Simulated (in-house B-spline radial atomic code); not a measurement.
# Mg⁺: ionisation energy by several methods

The task here is to estimate one member of a computed series from the others.

The numbers are computed with in-house B-spline radial atomic code version 1 (non-relativistic, several functionals, spin-polarised; spherical all-electron atom at the radial basis limit), except any that are marked as measured or tabulated.

**Starting point**

| Item | Value |
| --- | --- |
| element | magnesium (Z = 12) |
| charge | +1 |
| electrons | 11 |
| configuration | [Ne] 3s1 |
| nucleus | point |

Outer shells as boxes (Hund's rule):

[Ne] 3s1
```
[Ne] core
3s [↑ ]
```

Where spins are not typed, each open shell is filled with up spins first.

Set-up of the first run:

Settings of the run:

```ini
Z = 12
electrons = 11.0
configuration = [Ne] 3s1
hamiltonian = nr
method = b97_1
spin_polarised = True
```

Among the steps run: B97-1, a global hybrid; CAM-B3LYP, a range-separated hybrid; M06-2X, a global hybrid; LDA (PW92); LC-ωPBE, a range-separated hybrid; fractional-occupation HF; SCAN, a meta-GGA; TPSS, a meta-GGA.

One table of the session follows, with a row left open; its other results are not shown here.

| method | ΔSCF (eV) |
| --- | --- |
| LDA (PW92) | 15.349 |
| SCAN | 15.062 |
| TPSS | 15.081 |
| B97-1 | 14.993 |
| M06-2X | 15.170 |
| CAM-B3LYP | 15.469 |
| LC-ωPBE | ? |
| fractional-occupation HF | 14.724 |

Estimate the missing values for LC-ωPBE.

The run gave: ΔSCF (eV): 15.157. In the column «ΔSCF (eV)» it lies between TPSS (15.081) and M06-2X (15.170).
